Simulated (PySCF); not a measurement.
# Ru(OH)₂: structure of the quintet

Aim: relax Ru(OH)₂ as a quintet from a bent start, check by its vibrations whether the end is a minimum, and collect its spectrum and constants.

Computed with PySCF 2.14.0. Level: PBE0, basis Ru def2-TZVP with ECP28, O def2-TZVP, H def2-TZVP, scalar-relativistic core potentials, no spin–orbit coupling, density fitting.

### 1 Where the work starts

5 atoms, charge 0, spin multiplicity 5.

Bond lengths: Ru1–O2 1.880 Å, Ru1–O3 1.880 Å, O2–H4 0.960 Å, O3–H5 0.960 Å. Angles: O2–Ru1–O3 110.0°, Ru1–O2–H4 130.0°, Ru1–O3–H5 130.0°.

```xyz
5
charge 0 multiplicity 5
Ru    0.0000    0.0000    0.0000
O     1.5400    0.0000    1.0783
O    -1.5400    0.0000    1.0783
H     2.0455   -0.7354    1.4323
H    -2.0455    0.7354    1.4323
```

### 2 Finding the electronic state

The steps below are one call of a driver around PySCF. For each, scf.py gives the equivalent set-up of the SCF; relaxations use the driver's own optimiser. After this first run the driver tries any further starts and a stability analysis.

Input file scf.py:

```python
from pyscf import gto, scf, dft
mol = gto.M(atom='''
Ru     0.000000     0.000000     0.000000
O      1.540000     0.000000     1.078300
O     -1.540000     0.000000     1.078300
H      2.045500    -0.735400     1.432300
H     -2.045500     0.735400     1.432300''',
    basis={'Ru': 'def2-TZVP', 'O': 'def2-TZVP', 'H': 'def2-TZVP'},
    ecp={'Ru': 'def2-TZVP'},
    charge=0, spin=4)
mf = dft.UKS(mol, xc='PBE0')
mf.grids.atom_grid = (50, 194)
aux = {'Ru': 'def2-universal-JKFIT', 'O': 'def2-universal-JKFIT', 'H': 'def2-universal-JKFIT'}
mf = mf.density_fit(auxbasis=aux)
mf.conv_tol = 1e-08
mf.diis_space = 10
mf.max_cycle = 60
mf.init_guess = 'minao'
mf.verbose = 4
mf.kernel()
```

Launch:

```sh
OMP_NUM_THREADS=4 python axn.py task.json out
```

The program printed:

```text
init E= -238.540001837966
[... the frontier-level lines of each cycle are left out ...]
cycle= 1 E= -245.986691599415  delta_E= -7.45  |g|= 0.955  |ddm|= 2.96
cycle= 2 E= -244.092165022178  delta_E= 1.89  |g|= 2.12  |ddm|=  2.9
cycle= 3 E= -246.298785060209  delta_E= -2.21  |g|= 0.461  |ddm|= 2.67
cycle= 4 E= -246.358920747166  delta_E= -0.0601  |g|= 0.286  |ddm|= 0.353
cycle= 5 E= -246.389301228241  delta_E= -0.0304  |g|= 0.039  |ddm|= 0.184
cycle= 6 E= -246.389882423898  delta_E= -0.000581  |g|= 0.0215  |ddm|= 0.0362
cycle= 7 E= -246.390127254683  delta_E= -0.000245  |g|= 0.00723  |ddm|= 0.0232
cycle= 8 E= -246.390167240009  delta_E= -4e-05  |g|= 0.00125  |ddm|= 0.0128
cycle= 9 E= -246.390169455897  delta_E= -2.22e-06  |g|= 0.00036  |ddm|= 0.00282
cycle= 10 E= -246.390169650798  delta_E= -1.95e-07  |g|= 8.61e-05  |ddm|= 0.000898
cycle= 11 E= -246.390169658975  delta_E= -8.18e-09  |g|= 2.57e-05  |ddm|= 0.000158
Extra cycle  E= -246.390169659631  delta_E= -6.56e-10  |g|= 3.18e-05  |ddm|= 5.8e-05
converged SCF energy = -246.390169659631  <S^2> = 6.0089218  2S+1 = 5.0035674
```

This step, with its further starts and checks, took 14 s on 4 threads of Arm Neoverse V1, shared host.

Energies from each starting density:

```csv
start,energy (Eh)
the minimal-basis guess,-246.390170
a thermally smeared density,-246.390170
a smeared PBE density,-246.392574
```

This is not the lowest solution: one lies 6.3 kJ/mol lower, at -246.39257 Eh, and the relaxation starts from that.

### 3 Relaxation: bent start, quintet

The program finds C2 symmetry in the start, which this walk keeps. Threshold on the gradient: 0.0003 Eh/bohr, with a further test on the energy change.

Edit scf.py of step 2 so:

```diff
@@ -3,5 +3,5 @@
-Ru     0.000000     0.000000     0.000000
-O      1.540000     0.000000     1.078300
-O     -1.540000     0.000000     1.078300
-H      2.045500    -0.735400     1.432300
-H     -2.045500     0.735400     1.432300''',
+Ru     0.000000     0.000000    -0.275047
+O      1.540000    -0.000000     0.803253
+O     -1.540000     0.000000     0.803253
+H      2.045500    -0.735400     1.157253
+H     -2.045500     0.735400     1.157253''',
@@ -18 +17,0 @@
-mf.init_guess = 'minao'
```

Energy and gradient, step by step:

```csv
step,energy (Eh),change (kJ/mol),largest symmetric gradient (Eh/bohr)
0,-246.392574,0.00,0.02205
1,-246.400127,-19.83,0.01970
2,-246.411441,-49.53,0.03571
3,-246.415853,-61.12,0.03253
4,-246.421311,-75.45,0.02795
5,-246.426115,-88.06,0.02633
6,-246.428470,-94.25,0.01469
7,-246.430008,-98.28,0.02655
8,-246.431925,-103.31,0.00632
9,-246.432260,-104.19,0.00416
10,-246.432361,-104.46,0.00357
11,-246.432502,-104.83,0.00157
12,-246.432617,-105.13,0.00111
13,-246.432787,-105.58,0.00250
14,-246.432889,-105.85,0.00298
15,-246.432933,-105.96,0.00120
16,-246.432953,-106.01,0.00100
17,-246.432958,-106.03,0.00068
18,-246.432963,-106.04,0.00041
19,-246.432967,-106.05,0.00017
20,-246.432969,-106.06,0.00009
```

The walk took 46 s.

After 20 steps and 106.1 kJ/mol it ends at C2: O–H 0.958 Å (×2), Ru–O 1.897 Å (×2); H–O–Ru 126.0° (×2), O–Ru–O 178.7°.

### 4 Hessian and properties

On the finer grid the gradient is checked again; gradients at displacements of ±0.02 bohr then give force constants and infrared intensities.

Edit scf.py of step 3 so:

```diff
@@ -3,5 +3,5 @@
-Ru     0.000000     0.000000    -0.275047
-O      1.540000    -0.000000     0.803253
-O     -1.540000     0.000000     0.803253
-H      2.045500    -0.735400     1.157253
-H     -2.045500     0.735400     1.157253''',
+Ru     0.000000     0.000000    -0.005029
+O      1.887815    -0.189425    -0.025879
+O     -1.887815     0.189425    -0.025879
+H      2.408350    -0.712393     0.585415
+H     -2.408350     0.712393     0.585415''',
@@ -12 +12 @@
-mf.grids.atom_grid = (50, 194)
+mf.grids.atom_grid = (75, 302)
@@ -15 +15 @@
-mf.conv_tol = 1e-08
+mf.conv_tol = 1e-10
```

This SCF starts from the last density.

SCF at the final geometry:

```text
init E= -246.432967399702
[... the frontier-level lines of each cycle are left out ...]
cycle= 1 E= -246.432967399683  delta_E= 1.87e-11  |g|= 8.05e-06  |ddm|= 5.8e-06
Extra cycle  E= -246.432967399588  delta_E= 9.53e-11  |g|= 1.78e-05  |ddm|= 1.26e-05
converged SCF energy = -246.432967399588  <S^2> = 6.0067585  2S+1 = 5.0027027
```

The whole step took 61 s.

Geometry: C2; O–H 0.958 Å (×2), Ru–O 1.897 Å (×2); H–O–Ru 126.0° (×2), O–Ru–O 178.7°.

Harmonic modes (main isotopes):

```tsv
symmetry	ω (cm⁻¹)	IR (km/mol)	μ (u)
a	124	0.4	3.78
b	133	12.7	10.21
a	223	71.9	1.26
b	546	285	1.14
a	583	37.6	1.38
a	646	3.0	3.80
b	679	261	10.00
b	3908	189	1.07
a	3909	29.5	1.07
```

μ is the mass of the mode for normalised Cartesian displacements, not the reduced mass of the usual diatomic formula.

No imaginary mode, so this is a minimum.

Constants and moments:

| Property | Result |
| --- | --- |
| Dipole moment | 1.91 D |
| Highest occupied level | -6.83 eV |
| Lowest empty level | -3.01 eV |
| Rotational constants | 15.13, 0.1318, 0.1315 cm⁻¹ |
| Zero-point energy | 64.3 kJ/mol |
| Principal polarisabilities | 32.9, 33.5, 60.9 bohr³ |
| Atomisation energy without zero-point energy | 1573 kJ/mol |
| Principal traceless quadrupole moments about the centre of mass | -8.24, 2.14, 6.10 D Å |
| Entropy at 298.15 K and 1 bar (electronic part: spin only) | 307.3 J/(mol K) |
| Heat capacity Cp at 298.15 K | 73.7 J/(mol K) |
| Enthalpy at 298.15 K above 0 K | 16.50 kJ/mol |
| Rotational symmetry number | 2 |
| Spin squared ⟨S²⟩ | 6.007 |

Charges (e) and bond orders:

| atom | Mulliken | Löwdin | polar tensor | spin (Mulliken) | Mayer order to Ru1 |
| --- | --- | --- | --- | --- | --- |
| Ru1 | 0.83 | 0.53 | 1.20 | 3.61 | – |
| O2,3 | -0.75 | -0.42 | -0.90 | 0.19 | 0.90 |
| H4,5 | 0.33 | 0.15 | 0.30 | 0.01 | 0.01 |

Outer orbital energies (eV). α occupied: -10.62, -9.98, -9.35, -9.11, -8.47, -7.34, -7.21, -6.89; empty: -0.06, 0.08, 0.24, 0.92. β occupied: -26.34, -14.11, -12.78, -9.83, -9.06, -8.80, -8.44, -6.83; empty: -3.01, -2.46, -2.13, -2.01.

Mulliken populations on Ru1 (outside its core potential): s 2.59, p 6.17, d 6.40, f 0.01.

### 5 Summary of results

```
                                          quantity                                                                              value
                                           minimum                                                                        quintet, C2
                                          geometry             O–H 0.958 Å (×2), Ru–O 1.897 Å (×2); H–O–Ru 126.0° (×2), O–Ru–O 178.7°
                                wavenumbers (cm⁻¹)  124 (a), 133 (b), 223 (a), 546 (b), 583 (a), 646 (a), 679 (b), 3908 (b), 3909 (a)
                                     dipole moment                                                                             1.91 D
highest occupied, lowest empty level (either spin)                                                                    -6.83, -3.01 eV
                        polar-tensor charge of Ru1                                                                            +1.20 e
                                 zero-point energy                                                                        64.3 kJ/mol
                               entropy at 298.15 K                                                                    307.3 J/(mol K)
         atomisation energy (no zero-point energy)                                                                        1573 kJ/mol
                                              ⟨S²⟩                                                                              6.007
```

The molecule stays C2, as typed, and the end point is a minimum. The strongest infrared band lies at 546 cm⁻¹ (b). Most of the spin sits on Ru1 (Mulliken spin 3.61, against 4 for the whole molecule). The first SCF alone would have been 6 kJ/mol too high. Other starts or spin states, not run here, may lie lower. One determinant may miss the lowest occupation of an open d or f shell.

The search up to here took 2 min.
